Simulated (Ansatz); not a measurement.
**CH5SSb: basis-set convergence**

An exercise on one series of results from a longer session: the logs are not shown, and one member is left open.

Program: Ansatz 0.2.0, Gaussian basis. Level of theory: one geometry, several basis sets. These are calculated values, not measurements.

Plan: PBE0-D4/def2-SVP; ωB97M-V/def2-SVP; PBE0-D4/def2-QZVPP; ωB97M-V/def2-QZVPP; the functionals' def2-TZVPP values are taken from earlier runs.

## Structure used throughout

The geometry comes from an earlier relaxation with PBE0-D4 in a triple-zeta def2 set; it is a stationary point, not always the lowest conformer. Sb takes the def2 core potential; no spin-orbit term is included.

SMILES `C[S][SbH2]`, 8 atoms, charge 0, spin multiplicity 1.

Atoms are counted from 1 here; the program's logs count them from 0.

Bond lengths: C1–S2 1.814 Å, C1–H4 1.090 Å, C1–H5 1.090 Å, C1–H6 1.091 Å, S2–Sb3 2.417 Å, Sb3–H7 1.711 Å, Sb3–H8 1.710 Å. Angles: S2–C1–H4 111.8°, S2–C1–H5 111.8°, S2–C1–H6 106.0°, H4–C1–H5 109.9°, H4–C1–H6 108.6°, H5–C1–H6 108.6°, C1–S2–Sb3 99.6°, S2–Sb3–H7 95.2°, S2–Sb3–H8 95.1°, H7–Sb3–H8 90.7°.

The first run:

Contents of in.yaml:

```yaml
crystal:
  periodic: [false, false, false]
  atoms:
    - {symbol: C, position_ang: [-0.801957, 1.143824, -0.516623]}
    - {symbol: S, position_ang: [-0.287651, 0.242370, 0.971385]}
    - {symbol: Sb, position_ang: [1.102739, -1.454273, -0.043564]}
    - {symbol: H, position_ang: [-1.369802, 0.509737, -1.196967]}
    - {symbol: H, position_ang: [0.049052, 1.580454, -1.038633]}
    - {symbol: H, position_ang: [-1.449507, 1.950925, -0.171450]}
    - {symbol: H, position_ang: [2.391679, -1.283283, 1.067970]}
    - {symbol: H, position_ang: [0.457748, -2.746855, 0.872284]}
basis:
  gaussian: {orbitals: def2-SVP}
hamiltonian: {xc: pbe0, dispersion: d4}
output: {orbitals: {seedname: orbitals}}
```

Command:

```console
> ansatz run in.yaml --threads 2 --pin off --events-out ev --progress --plain --max-ram 4352MiB
```

Steps of the session up to this table: PBE0-D4 in def2-SVP; ωB97M-V in def2-SVP; PBE0-D4 in def2-QZVPP; ωB97M-V in def2-QZVPP.

One of the session's tables, all rows but one given; the rest of the session is left out.

It belongs to the step «Functionals by basis». 

| functional | basis | HOMO (eV) |
| --- | --- | --- |
| PBE0-D4 | def2-SVP | -6.58 |
| PBE0-D4 | def2-TZVPP | -6.71 |
| PBE0-D4 | def2-QZVPP | ? |
| ωB97M-V | def2-SVP | -8.74 |
| ωB97M-V | def2-TZVPP | -8.88 |
| ωB97M-V | def2-QZVPP | -8.92 |

**Question.** Estimate the row for PBE0-D4, def2-QZVPP.

The run gave: HOMO (eV): -6.74. In the column «HOMO (eV)» it lies between ωB97M-V, def2-SVP (-8.74) and PBE0-D4, def2-TZVPP (-6.71).
